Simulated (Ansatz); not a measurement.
**GaSiH3F2 (SMILES [F][Ga]([F])[SiH3]): PBE-QIDH/6-31G(d) (spherical functions)**

What is the electronic atomisation energy of GaSiH3F2 at PBE-QIDH/6-31G* (spherical functions)? 

The calculation is run with Ansatz 0.2.0.

78 further runs of the same task are left out: 1 that didn't finish, 77 set aside as unsound or not needed. Runs told in other sessions of the task aren't counted.

### Step 1. The molecule

GaSiH3F2 has 7 atoms, charge 0, and is taken as a singlet. SMILES: `[F][Ga]([F])[SiH3]`. Geometry: relaxed at PBE0-D4/def2-TZVP.

Bond lengths: F1–Ga2 1.750 Å, Ga2–F3 1.749 Å, Ga2–Si4 2.387 Å, Si4–H5 1.483 Å, Si4–H6 1.483 Å, Si4–H7 1.484 Å. Angles: F1–Ga2–F3 110.4°, F1–Ga2–Si4 124.5°, F3–Ga2–Si4 125.2°, Ga2–Si4–H5 109.3°, Ga2–Si4–H6 108.8°, Ga2–Si4–H7 107.8°, H5–Si4–H6 110.6°, H5–Si4–H7 110.2°, H6–Si4–H7 110.0°.

### Step 2. A single-point energy at PBE-QIDH/6-31G(d) (spherical functions)

job.yaml reads:

```yaml
crystal:
  periodic: [false, false, false]
  atoms:
    - {symbol: F, position_ang: [0.337700, -1.716900, 2.042000]}
    - {symbol: Ga, position_ang: [0.749800, -0.872200, 0.566000]}
    - {symbol: F, position_ang: [2.304600, -1.409500, -0.029300]}
    - {symbol: Si, position_ang: [-0.636100, 0.761900, -0.486900]}
    - {symbol: H, position_ang: [0.191200, 1.594100, -1.392900]}
    - {symbol: H, position_ang: [-1.267600, 1.599600, 0.561500]}
    - {symbol: H, position_ang: [-1.679500, 0.043100, -1.260400]}
basis:
  gaussian: {orbitals: 6-31G_st_-spherical.json}
hamiltonian: {xc: {name: PBE-QIDH}}
correlation: {frozen_orbitals: {F: 1, Ga: 9, H: 0, Si: 5}}
accuracy: high
output: {orbitals: {seedname: orbitals}}
```

The basis set 6-31G* is read from a file made from the Basis Set Exchange's data (not shown).

Command:

```bash
ansatz run job.yaml --threads 1 --pin off --max-ram 3480MiB --events-out events.jsonl --progress --plain --runs-dir runs
```

Output:

```text
Warning: RAYON_NUM_THREADS=1 ignored (pool sized by the plan → 1); use --threads N
Functional definition: PBE-QIDH
  name "PBE-QIDH"
  parameter a = 3^(-1/3)
  parameter c = 1/3
  exchange = (1 - a)*pbe_x + a*exact_x
  correlation = (1 - c)*pbe_c + c*(mp2_os + mp2_ss)
1770 factors; integrals over basis functions are off by at most 5.7e-9 eV
mean field evaluation 1: about -65692.5002 eV, gradient 4.4e1 eV
mean field evaluation 2: about -65692.5654 eV, gradient 4.4e1 eV
mean field evaluation 4: about -65696.1435 eV, gradient 1.8e0 eV
mean field evaluation 8: about -65696.1580 eV, gradient 3.0e-2 eV
mean field evaluation 16: about -65696.1580 eV, gradient 5.4e-6 eV
mean field -65696.15797818 eV, -2414.2892752429 hartree, gradient 4.7e-8 eV, S^2 0.000000; 0 other end points of the search recorded, 0 dependent functions left out
16 core orbitals not correlated: weight in the atoms' cores, before any rotation towards them, 1.000 or more for the frozen orbitals, at most 0.000 for the correlated occupied ones
reference -65696.15797966 eV, -2414.2892752974 hartree; 17, 17 occupied and 51, 51 virtual orbitals, 1770 factors
second order -20.44949139 eV of doubles, -0.00000000 eV of singles
Total energy: -65702.97447679 eV, -2414.5397769466 hartree
```

Wall time 20 s (1 thread of Arm Neoverse N1, shared host); peak memory 0.29 GiB.

### Step 3. The F atom at the same level

run.yaml reads:

```yaml
basis:
  gaussian:
    orbitals: 6-31G_st_-spherical.json
crystal:
  periodic: [false, false, false]
  atoms:
    - symbol: F
      position_ang: [0.000000, 0.000000, 0.000000]
magnetization:
  spin_polarized: true
  initial_magnetization: 1
hamiltonian:
  xc: {name: PBE-QIDH}
correlation:
  frozen_orbitals: {F: 1}
accuracy: high
```

The basis set 6-31G* is read from a file made from the Basis Set Exchange's data (not shown).

Command:

```bash
ansatz run run.yaml --threads 1 --pin off --max-ram 3480MiB --events-out events.jsonl --progress --plain --runs-dir runs
```

Output:

```text
Warning: RAYON_NUM_THREADS=1 ignored (pool sized by the plan → 1); use --threads N
Functional definition: PBE-QIDH
  name "PBE-QIDH"
  parameter a = 3^(-1/3)
  parameter c = 1/3
  exchange = (1 - a)*pbe_x + a*exact_x
  correlation = (1 - c)*pbe_c + c*(mp2_os + mp2_ss)
93 factors; integrals over basis functions are off by at most 1.9e-9 eV
mean field evaluation 1: about -2708.6886 eV, gradient 4.6e0 eV
mean field evaluation 2: about -2708.6888 eV, gradient 4.6e0 eV
mean field evaluation 4: about -2708.7673 eV, gradient 4.8e-1 eV
mean field evaluation 8: about -2708.7681 eV, gradient 1.5e-3 eV
mean field -2708.76807615 eV, -99.5453907296 hartree, gradient 8.6e-8 eV, S^2 0.751830; 0 other end points of the search recorded, 0 dependent functions left out
1 core orbitals not correlated: weight in the atoms' cores, before any rotation towards them, 1.000 or more for the frozen orbitals, at most 0.000 for the correlated occupied ones
reference -2708.76807626 eV, -99.5453907336 hartree; 4, 3 occupied and 9, 10 virtual orbitals, 93 factors
second order -3.64934796 eV of doubles, -0.00000000 eV of singles
Total energy: -2709.98452558 eV, -99.5900944216 hartree
```

Run time: 0.5 s. Hardware: 1 thread of Arm Neoverse N1, shared host.

### Step 4. The Ga atom

run.yaml reads:

```yaml
crystal:
  periodic: [false, false, false]
  atoms:
    - symbol: Ga
      position_ang: [0.000000, 0.000000, 0.000000]
basis:
  gaussian:
    orbitals: 6-31G_st_-spherical.json
magnetization:
  spin_polarized: true
  initial_magnetization: 1
hamiltonian:
  xc: {name: PBE-QIDH}
correlation:
  frozen_orbitals: {Ga: 9}
accuracy: high
```

The basis set 6-31G* is read from a file made from the Basis Set Exchange's data (not shown).

Run the same way, it converges to -1923.94112 Eh (log not shown).

### Step 5. The H atom

in.yaml reads:

```yaml
basis:
  gaussian:
    orbitals: "6-31G*"
crystal:
  periodic: [false, false, false]
  atoms:
    - {symbol: H, position_ang: [0.000000, 0.000000, 0.000000]}
magnetization:
  spin_polarized: true
  initial_magnetization: 1
hamiltonian:
  xc: {name: PBE-QIDH}
correlation:
  frozen_orbitals: {H: 0}
accuracy: high
```

Run the same way, it converges to -0.50012 Eh (log not shown).

### Step 6. The Si atom at the same level

in.yaml reads:

```yaml
crystal:
  periodic: [false, false, false]
  atoms:
    - {symbol: Si, position_ang: [0.000000, 0.000000, 0.000000]}
basis:
  gaussian:
    orbitals: 6-31G_st_-spherical.json
magnetization:
  spin_polarized: true
  initial_magnetization: 2
accuracy: high
correlation:
  frozen_orbitals: {Si: 5}
hamiltonian:
  xc: {name: PBE-QIDH}
```

The basis set 6-31G* is read from a file made from the Basis Set Exchange's data (not shown).

Run the same way, it converges to -289.13362 Eh (log not shown).

### Step 7. Outcome

At PBE-QIDH/6-31G* (spherical functions), 16 core orbitals frozen:

```
                                     quantity           value
                       molecule: total energy  -2414.53978 Eh
  molecule: HOMO energy (SCF part's orbitals)       -10.94 eV
  molecule: LUMO energy (SCF part's orbitals)        -0.03 eV
molecule: HOMO–LUMO gap (SCF part's orbitals)        10.91 eV
                         F atom: total energy    -99.59009 Eh
                                 F atom: ⟨S²⟩           0.752
                        Ga atom: total energy  -1923.94112 Eh
                                Ga atom: ⟨S²⟩           0.755
                         H atom: total energy     -0.50012 Eh
                                 H atom: ⟨S²⟩           0.750
                        Si atom: total energy   -289.13362 Eh
                                Si atom: ⟨S²⟩           2.004
                electronic atomisation energy       21.347 eV
```

Taking the molecule apart into free atoms costs 21.35 eV (2060 kJ/mol), before zero-point energy and without spin-orbit coupling.
